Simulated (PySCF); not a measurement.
# C₂H₂ClF₃O₂S: vibronic structure

Aim: compute the vibronic structure of C₂H₂ClF₃O₂S (`O=S(=O)(Cl)CC(F)(F)F`).

Computed with PySCF 2.14.0 and routines of our own; the level stands in each step. Atoms count from 0.

## 1. The system as given

11 atoms, charge 0, multiplicity 1; geometry from: GFN2-xTB.

## 2. Vibronic structure: TDA B3LYP/def2-SVP

The job: settings as JSON, then the geometry in Å.

```
{"job": {"kind": "vib", "xc": "B3LYP", "basis": "def2-SVP", "tda": true}, "charge": 0, "multiplicity": 1}
O      1.368656     1.647114     0.342638
S      1.203019     0.268046     0.625093
O      0.941973    -0.176419     1.945485
Cl     2.867934    -0.682835    -0.013844
C      0.002799    -0.471385    -0.535474
C     -1.331930     0.144351    -0.197523
F     -2.313358    -0.319408    -0.988174
F     -1.697006    -0.117189     1.056597
F     -1.320169     1.468507    -0.341709
H      0.300155    -0.212947    -1.547975
H     -0.016649    -1.545163    -0.371076
```

Level: TDA B3LYP/def2-SVP vertical-gradient vibronic structure (displaced harmonic oscillators, Condon), gas phase.

Launch:

```sh
$ OMP_NUM_THREADS=1 python excited_run.py task.json out
```

The driver reads the jobs from task.json and runs them one after another.

The program printed:

```text
final grid: 54200 points
cycle   1  E = -1384.6096043324  dE =  2.319e+00  |g| = 1.544e+00  |ddm| = 3.970e+00
cycle   2  E = -1383.1301044301  dE =  1.479e+00  |g| = 3.213e+00  |ddm| = 4.074e+00
cycle   3  E = -1385.0292524967  dE = -1.899e+00  |g| = 3.313e-01  |ddm| = 3.050e+00
cycle   4  E = -1385.0491794147  dE = -1.993e-02  |g| = 1.584e-01  |ddm| = 4.971e-01
cycle   5  E = -1385.0538755763  dE = -4.696e-03  |g| = 3.262e-02  |ddm| = 1.449e-01
cycle   6  E = -1385.0540896916  dE = -2.141e-04  |g| = 8.263e-03  |ddm| = 3.632e-02
cycle   7  E = -1385.0541047360  dE = -1.504e-05  |g| = 1.689e-03  |ddm| = 1.070e-02
cycle   8  E = -1385.0541053962  dE = -6.602e-07  |g| = 3.166e-04  |ddm| = 2.279e-03
cycle   9  E = -1385.0541054171  dE = -2.085e-08  |g| = 1.147e-04  |ddm| = 4.644e-04
cycle  10  E = -1385.0541054192  dE = -2.111e-09  |g| = 4.454e-05  |ddm| = 1.216e-04
cycle  11  E = -1385.0541054195  dE = -3.270e-10  |g| = 1.424e-05  |ddm| = 4.811e-05
converged SCF energy = -1385.0541054195

Singlet excitations (eV, f): 6.035 (0.0023)  6.681 (0.0025)  6.810 (0.0014)  6.968 (0.0840)  7.701 (0.0042)  8.147 (0.1674)

State S1  6.0353 eV  f = 0.00227  H->L 0.94
  relaxed dipole 2.524 D, largest gradient of the excitation energy 0.1112 Eh/bohr
  mode    cm-1        S   lambda/meV  Raman
    8    336.3   34.9999    1459.2   1.000
    4    171.0   14.1852     300.7   0.105
   13    522.9    2.8647     185.7   0.198
   10    450.2    2.3697     132.3   0.121
   20   1132.0    0.7337     103.0   0.238
   23   1192.3    0.5530      81.7   0.199
   22   1170.5    0.3765      54.6   0.130
    6    276.2    1.2068      41.3   0.023
   17    839.9    0.0603       6.3   0.011
   14    592.5    0.0391       2.9   0.003
   19   1032.0    0.0172       2.2   0.005
   25   1362.8    0.0126       2.1   0.006
  reorganisation energy 2.3726 eV, total S 57.440, 0-0 3.6627 eV

State S4  6.9680 eV  f = 0.08398  H-1->L 0.65, H-4->L 0.20, H-3->L 0.11
  relaxed dipole 2.559 D, largest gradient of the excitation energy 0.0937 Eh/bohr
  mode    cm-1        S   lambda/meV  Raman
    8    336.3   29.4234    1226.7   1.000
    4    171.0   17.7356     375.9   0.156
   20   1132.0    1.7640     247.6   0.679
   23   1192.3    0.6843     101.2   0.292
   12    490.1    1.1906      72.4   0.086
   13    522.9    0.6388      41.4   0.053
   14    592.5    0.4408      32.4   0.047
   22   1170.5    0.1486      21.6   0.061
   19   1032.0    0.1408      18.0   0.045
   15    726.0    0.1763      15.9   0.028
   17    839.9    0.1271      13.2   0.027
    3    111.1    0.1848       2.5   0.001
  reorganisation energy 2.1731 eV, total S 52.720, 0-0 4.7949 eV

State S6  8.1470 eV  f = 0.16737  H-4->L 0.63, H-1->L 0.18
  relaxed dipole 2.200 D, largest gradient of the excitation energy 0.0947 Eh/bohr
  mode    cm-1        S   lambda/meV  Raman
    8    336.3   12.0247     501.3   0.883
    4    171.0   11.0543     234.3   0.210
   20   1132.0    1.2019     168.7   1.000
   23   1192.3    0.8969     132.6   0.828
   13    522.9    1.7892     116.0   0.318
    6    276.2    2.5312      86.7   0.125
   22   1170.5    0.4869      70.7   0.433
   10    450.2    1.0492      58.6   0.138
   15    726.0    0.3006      27.1   0.103
    3    111.1    1.7915      24.7   0.014
   12    490.1    0.2823      17.2   0.044
   17    839.9    0.0431       4.5   0.020
  reorganisation energy 1.4479 eV, total S 33.500, 0-0 6.6991 eV

State T1  5.3476 eV  f = 0.00000  H->L 0.96
  relaxed dipole 3.143 D, largest gradient of the excitation energy 0.1233 Eh/bohr
  mode    cm-1        S   lambda/meV  Raman
    8    336.3   32.6180    1359.9   1.000
   13    522.9    6.3319     410.5   0.469
    4    171.0   17.0683     361.8   0.135
   10    450.2    1.9352     108.0   0.106
   20   1132.0    0.4190      58.8   0.146
   23   1192.3    0.3592      53.1   0.138
   22   1170.5    0.2870      41.7   0.107
    6    276.2    0.9849      33.7   0.020
   12    490.1    0.3675      22.3   0.024
   14    592.5    0.2714      19.9   0.026
   17    839.9    0.0459       4.8   0.009
   25   1362.8    0.0106       1.8   0.005
  reorganisation energy 2.4788 eV, total S 60.807, 0-0 2.8688 eV
```

It took 29 s on 1 thread of Arm Neoverse V1, shared host; peak memory 0.78 GiB.

## 3. Vibronic structure: TDA B3LYP/def2-SVP

The job, as its differences from that of step 2:

```diff
@@ -1,2 +1,2 @@
-{"job": {"kind": "vib", "xc": "B3LYP", "basis": "def2-SVP", "tda": true}, "charge": 0, "multiplicity": 1}
+{"job": {"kind": "vib", "xc": "B3LYP", "basis": "def2-SVP", "tda": true, "temperature": 77}, "charge": 0, "multiplicity": 1}
 O      1.368656     1.647114     0.342638
```

With the program's defaults for keys left out, this is: TDA B3LYP/def2-SVP vertical-gradient vibronic structure (displaced harmonic oscillators, Condon), gas phase.

The program printed:

```text
final grid: 54200 points
cycle   1  E = -1384.6096043324  dE =  2.319e+00  |g| = 1.544e+00  |ddm| = 3.970e+00
cycle   2  E = -1383.1301044301  dE =  1.479e+00  |g| = 3.213e+00  |ddm| = 4.074e+00
cycle   3  E = -1385.0292524967  dE = -1.899e+00  |g| = 3.313e-01  |ddm| = 3.050e+00
cycle   4  E = -1385.0491794147  dE = -1.993e-02  |g| = 1.584e-01  |ddm| = 4.971e-01
cycle   5  E = -1385.0538755763  dE = -4.696e-03  |g| = 3.262e-02  |ddm| = 1.449e-01
cycle   6  E = -1385.0540896916  dE = -2.141e-04  |g| = 8.263e-03  |ddm| = 3.632e-02
cycle   7  E = -1385.0541047360  dE = -1.504e-05  |g| = 1.689e-03  |ddm| = 1.070e-02
cycle   8  E = -1385.0541053962  dE = -6.602e-07  |g| = 3.166e-04  |ddm| = 2.279e-03
cycle   9  E = -1385.0541054171  dE = -2.085e-08  |g| = 1.147e-04  |ddm| = 4.644e-04
cycle  10  E = -1385.0541054192  dE = -2.111e-09  |g| = 4.454e-05  |ddm| = 1.216e-04
cycle  11  E = -1385.0541054195  dE = -3.270e-10  |g| = 1.424e-05  |ddm| = 4.811e-05
converged SCF energy = -1385.0541054195

Singlet excitations (eV, f): 6.035 (0.0023)  6.681 (0.0025)  6.810 (0.0014)  6.968 (0.0840)  7.701 (0.0042)  8.147 (0.1674)

State S1  6.0353 eV  f = 0.00227  H->L 0.94
  relaxed dipole 2.524 D, largest gradient of the excitation energy 0.1112 Eh/bohr
  mode    cm-1        S   lambda/meV  Raman
    8    336.3   34.9999    1459.2   1.000
    4    171.0   14.1852     300.7   0.105
   13    522.9    2.8647     185.7   0.198
   10    450.2    2.3697     132.3   0.121
   20   1132.0    0.7337     103.0   0.238
   23   1192.3    0.5530      81.7   0.199
   22   1170.5    0.3765      54.6   0.130
    6    276.2    1.2068      41.3   0.023
   17    839.9    0.0603       6.3   0.011
   14    592.5    0.0391       2.9   0.003
   19   1032.0    0.0172       2.2   0.005
   25   1362.8    0.0126       2.1   0.006
  reorganisation energy 2.3726 eV, total S 57.440, 0-0 3.6627 eV

State S4  6.9680 eV  f = 0.08398  H-1->L 0.65, H-4->L 0.20, H-3->L 0.11
  relaxed dipole 2.559 D, largest gradient of the excitation energy 0.0937 Eh/bohr
  mode    cm-1        S   lambda/meV  Raman
    8    336.3   29.4234    1226.7   1.000
    4    171.0   17.7356     375.9   0.156
   20   1132.0    1.7640     247.6   0.679
   23   1192.3    0.6843     101.2   0.292
   12    490.1    1.1906      72.4   0.086
   13    522.9    0.6388      41.4   0.053
   14    592.5    0.4408      32.4   0.047
   22   1170.5    0.1486      21.6   0.061
   19   1032.0    0.1408      18.0   0.045
   15    726.0    0.1763      15.9   0.028
   17    839.9    0.1271      13.2   0.027
    3    111.1    0.1848       2.5   0.001
  reorganisation energy 2.1731 eV, total S 52.720, 0-0 4.7949 eV

State S6  8.1470 eV  f = 0.16737  H-4->L 0.63, H-1->L 0.18
  relaxed dipole 2.200 D, largest gradient of the excitation energy 0.0947 Eh/bohr
  mode    cm-1        S   lambda/meV  Raman
    8    336.3   12.0247     501.3   0.883
    4    171.0   11.0543     234.3   0.210
   20   1132.0    1.2019     168.7   1.000
   23   1192.3    0.8969     132.6   0.828
   13    522.9    1.7892     116.0   0.318
    6    276.2    2.5312      86.7   0.125
   22   1170.5    0.4869      70.7   0.433
   10    450.2    1.0492      58.6   0.138
   15    726.0    0.3006      27.1   0.103
    3    111.1    1.7915      24.7   0.014
   12    490.1    0.2823      17.2   0.044
   17    839.9    0.0431       4.5   0.020
  reorganisation energy 1.4479 eV, total S 33.500, 0-0 6.6991 eV

State T1  5.3476 eV  f = 0.00000  H->L 0.96
  relaxed dipole 3.143 D, largest gradient of the excitation energy 0.1233 Eh/bohr
  mode    cm-1        S   lambda/meV  Raman
    8    336.3   32.6180    1359.9   1.000
   13    522.9    6.3319     410.5   0.469
    4    171.0   17.0683     361.8   0.135
   10    450.2    1.9352     108.0   0.106
   20   1132.0    0.4190      58.8   0.146
   23   1192.3    0.3592      53.1   0.138
   22   1170.5    0.2870      41.7   0.107
    6    276.2    0.9849      33.7   0.020
   12    490.1    0.3675      22.3   0.024
   14    592.5    0.2714      19.9   0.026
   17    839.9    0.0459       4.8   0.009
   25   1362.8    0.0106       1.8   0.005
  reorganisation energy 2.4788 eV, total S 60.807, 0-0 2.8688 eV
```

It took 28 s on 1 thread of Arm Neoverse V1, shared host; peak memory 0.94 GiB.

## 4. Results

| quantity | value |
| --- | --- |
| S1: vertical, reorganisation, 0-0, total S (step 2, TDA B3LYP/def2-SVP, modes from GFN2-xTB) | 6.04, 2.37, 3.66 eV; 57.4 |
| S4: vertical, reorganisation, 0-0, total S (step 2, TDA B3LYP/def2-SVP, modes from GFN2-xTB) | 6.97, 2.17, 4.79 eV; 52.7 |
| S6: vertical, reorganisation, 0-0, total S (step 2, TDA B3LYP/def2-SVP, modes from GFN2-xTB) | 8.15, 1.45, 6.70 eV; 33.5 |
| S1: vertical, reorganisation, 0-0, total S (step 3, TDA B3LYP/def2-SVP, modes from GFN2-xTB) | 6.04, 2.37, 3.66 eV; 57.4 |
| S4: vertical, reorganisation, 0-0, total S (step 3, TDA B3LYP/def2-SVP, modes from GFN2-xTB) | 6.97, 2.17, 4.79 eV; 52.7 |
| S6: vertical, reorganisation, 0-0, total S (step 3, TDA B3LYP/def2-SVP, modes from GFN2-xTB) | 8.15, 1.45, 6.70 eV; 33.5 |

In words: In steps 2, 3 the harmonic model is doubtful. Where the total S runs above about 15, the geometry moves far on excitation and the harmonic model is stretched, so its 0-0 value is in doubt. The vibronic model keeps the ground-state modes (from xTB) and shifts them along the gradient alone, so it can miss much of the relaxation that a full optimisation finds.
